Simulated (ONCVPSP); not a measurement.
# Pseudopotential generation for copper: ONCV, PBE

Do these settings give a usable potential? It is generated, then checked for transferability, scattering, ghosts and hardness.

The numbers are computed with ONCVPSP 4.0.1 (PBE, scalar-relativistic, spin-unpolarised reference atom).

### Step 1. Settings

Typed settings, in words:

```
element                 : copper (Cu, Z = 29)
type                    : optimised norm-conserving Vanderbilt (ONCV)
frozen core             : [Ar]
valence charge          : 11
reference configuration : 3d10 4s1
partial waves           : 4s: rc 2.40 bohr, ncon 3, nbas 7, qcut 3.3 1/bohr, 2 projectors, debl 3.1 Ha; p scattering state at 0.34 Ha: rc 2.60 bohr, ncon 4, nbas 7, qcut 3 1/bohr, 2 projectors, debl 1.5 Ha; 3d: rc 1.30 bohr, ncon 3, nbas 7, qcut 14.5 1/bohr, 2 projectors, debl 2.2 Ha
local potential         : polynomial inside 0.85 bohr (lpopt 3, dvloc0 6 Ha)
core correction         : Teter function, fcfact 5.75, rcfact 1.15
```

An earlier all-electron run gives the scale for the radii.

All-electron outer shells of the reference configuration (PBE, scalar-relativistic, ld1.x):

| shell | level (eV) | outermost node (bohr) | outermost maximum (bohr) |
| --- | --- | --- | --- |
| 3p | -72.14 | 0.26 | 0.62 |
| 3d | -5.04 | – | 0.60 |
| 4s | -4.61 | 0.89 | 2.27 |
| 4p | -0.70 | 0.97 | 3.65 |

### Step 2. Generation

File Cu.dat:

```
# ATOM AND REFERENCE CONFIGURATION
# atsym  z   nc   nv     iexc    psfile
  Cu 29.00    5    2        4      upf
#
#   n    l    f
    1    0    2.00
    2    0    2.00
    2    1    6.00
    3    0    2.00
    3    1    6.00
    3    2   10.00
    4    0    1.00
#
# PSEUDOPOTENTIAL AND OPTIMIZATION
# lmax
    2
#
#   l,   rc,      ep,       ncon, nbas, qcut
    0    2.40    0.00    3    7    3.30
    1    2.60    0.34    4    7    3.00
    2    1.30    0.00    3    7   14.50
#
# LOCAL POTENTIAL
# lloc, lpopt,  rc(5),   dvloc0
    4    3    0.85    6.00
#
# VANDERBILT-KLEINMAN-BYLANDER PROJECTORs
# l, nproj, debl
    0    2    3.10
    1    2    1.50
    2    2    2.20
#
# MODEL CORE CHARGE
# icmod, fcfact, rcfact
    3    5.75    1.15
#
# LOG DERIVATIVE ANALYSIS
# epsh1, epsh2, depsh
   -2.00    5.00    0.02
#
# OUTPUT GRID
# rlmax, drl
    6.00    0.01
#
# TEST CONFIGURATIONS
# ncnf
    4
# nvcnf
#   n    l    f
    2
    3    2   10.00
    4    0    0.00
#
    2
    3    2    9.00
    4    0    0.00
#
    2
    3    2    8.00
    4    0    0.00
#
    2
    3    2    9.00
    4    0    2.00
#
```

The run is started by

```console
oncvpsp.x < Cu.dat > Cu.out
```

Before running it: what results should come out? Wanted: cutoffs for 1 and 0.1 mHa per electron, occupied waves; bound ghosts; GHOST(+) flags; largest test error; largest phase difference near zero energy, channels read; rms error of d²Exc/dn², without and with the model core; projector energies reset by the program.

The runs gave:

```
                                                quantity                                   value
  cutoffs for 1 and 0.1 mHa per electron, occupied waves                         68 Ha and 77 Ha
                                            bound ghosts                              none found
                                          GHOST(+) flags                              s at 52 eV
                            largest test error (AE − PS)  -35 meV, for 3d9 4s2 (1 test unsolved)
largest phase difference near zero energy, channels read                               0.002 rad
 rms error of d²Exc/dn², without and with the model core                       7.34 and 3.10 mHa
                 projector energies reset by the program                      p: 0.050, 1.550 Ha
```

The worst unpolarised test, 3d9 4s2, is off by 35 meV on 2.0 eV; by total energies transferability rates as fair where solved. Of the tests 1 gave no usable energy difference, which is a warning in itself. It counts as very hard, with 68 Ha needed at the looser tolerance. At the looser tolerance the 3d wave is the slowest; 4s needs 4 Ha. No bound ghost shows below the valence levels. Near zero energy the phases of the channels with partial waves agree within 0.002 rad. The program also flags highly localised states, GHOST(+) (s). All of this concerns the isolated atom, not yet a solid.
